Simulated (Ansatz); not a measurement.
# HBr₂ (doublet): from Hartree-Fock to the top rungs at distance Br1–H2 along a hydrogen transfer = 1.772 Å, cc-pVTZ

How much of the correlation energy of HBr₂ (doublet) does each wave-function method recover here?

Computed with Ansatz 0.2.0, Gaussian basis. Level: cc-pVTZ, core rule «outside noble gas», up to 28 orbitals frozen.

To be run: UHF; CCSD(T) on ROHF; CCSD(T) on UHF; BCCD(T) on ROHF; CCSDT(Q) on ROHF; CCSDT(Q) on UHF; CASSCF and MRCISD+Q, 3 electrons in 3 orbitals; CASSCF and NEVPT2, 3 electrons in 3 orbitals; CASSCF and MRCISD+Q, 15 electrons in 9 orbitals; CASSCF and NEVPT2, 15 electrons in 9 orbitals.

1 further run of the same task is left out (it didn't finish).

### 1 The geometry

The geometry derives from fragments relaxed apart (PBE0/def2-TZVP) and kept rigid, so it is no stationary point. A hydrogen atom is moved between rigid fragments. No spin-orbit coupling is included. The filled d shell of Br may be among the frozen orbitals whatever the setting's name suggests; the logs give the count.

3 atoms, charge 0, spin multiplicity 2.

Atoms are counted from 1 here; the program's logs count them from 0.

Bond lengths: Br1–H2 1.772 Å.

As a file:

| atom | x (Å) | y (Å) | z (Å) |
| --- | --- | --- | --- |
| Br1 | 0.0000 | 0.0000 | -1.8473 |
| H2 | 0.0000 | 0.0000 | -0.0753 |
| Br3 | 0.0000 | 0.0000 | 1.9227 |

### 2 UHF

in.yaml

```yaml
crystal:
  periodic: [false, false, false]
  atoms:
    - {symbol: Br, position_ang: [0.000000, 0.000000, -1.847333]}
    - {symbol: H, position_ang: [0.000000, 0.000000, -0.075333]}
    - {symbol: Br, position_ang: [0.000000, 0.000000, 1.922667]}
basis:
  gaussian: {orbitals: cc-pVTZ}
magnetization: {spin_polarized: true, initial_magnetization: 1}
hamiltonian: {xc: hf}
output: {orbitals: {seedname: orbitals}}
```

Run with:

```sh
ansatz run in.yaml --threads 1 --pin off --events-out ev --progress --plain --max-ram 4096MiB --backend cpu
```

Further steps of the session: CCSD(T) on ROHF; CCSD(T) on UHF; BCCD(T) on ROHF; CCSDT(Q) on ROHF; CCSDT(Q) on UHF; CASSCF and MRCISD+Q, 3 electrons in 3 orbitals; CASSCF and NEVPT2, 3 electrons in 3 orbitals; CASSCF and MRCISD+Q, 15 electrons in 9 orbitals; CASSCF and NEVPT2, 15 electrons in 9 orbitals.

Before running them: what should the planned runs give, taken together? Wanted: UCCSDT(Q) below the RHF energy; RMP2 from UCCSDT(Q); UMP2 from UCCSDT(Q); RCCSD from UCCSDT(Q); RCCSD(T) from UCCSDT(Q); UCCSD(T) from UCCSDT(Q); RCCSDT(Q) from UCCSDT(Q); NEVPT2 pair from UCCSDT(Q); MRCISD+Q pair from UCCSDT(Q).

As calculated:

| quantity | value |
| --- | --- |
| UCCSDT(Q) below the RHF energy | -10.3119 eV |
| RMP2 from UCCSDT(Q) | +1493.7 meV |
| UMP2 from UCCSDT(Q) | +1603.2 meV |
| RCCSD from UCCSDT(Q) | +433.6 meV |
| RCCSD(T) from UCCSDT(Q) | +53.7 meV |
| UCCSD(T) from UCCSDT(Q) | +56.3 meV |
| RCCSDT(Q) from UCCSDT(Q) | +2.3 meV |
| NEVPT2 pair from UCCSDT(Q) | +1345.1 meV |
| MRCISD+Q pair from UCCSDT(Q) | +234.1 meV |
| NEVPT2 valence from UCCSDT(Q) | +2336.6 meV |
| levels within 1 kcal/mol (43 meV) | RCCSDT, UCCSDT, RCCSDT(Q) |
| T1 diagnostic | 0.028 |
| effectively unpaired electrons | 1.02 |

In words: RCCSD(T) misses by +53.7 meV, 0.5 % of the correlation energy. One determinant dominates. Of the multireference levels listed MRCISD+Q pair comes nearest in total energy (+234.1 meV), which doesn't show that its space is the better one. Coupled cluster took another determinant than the lowest Hartree-Fock one. These misses are within one basis, not against nature; the frozen cores of restricted and unrestricted runs differ, which can shift their rows.
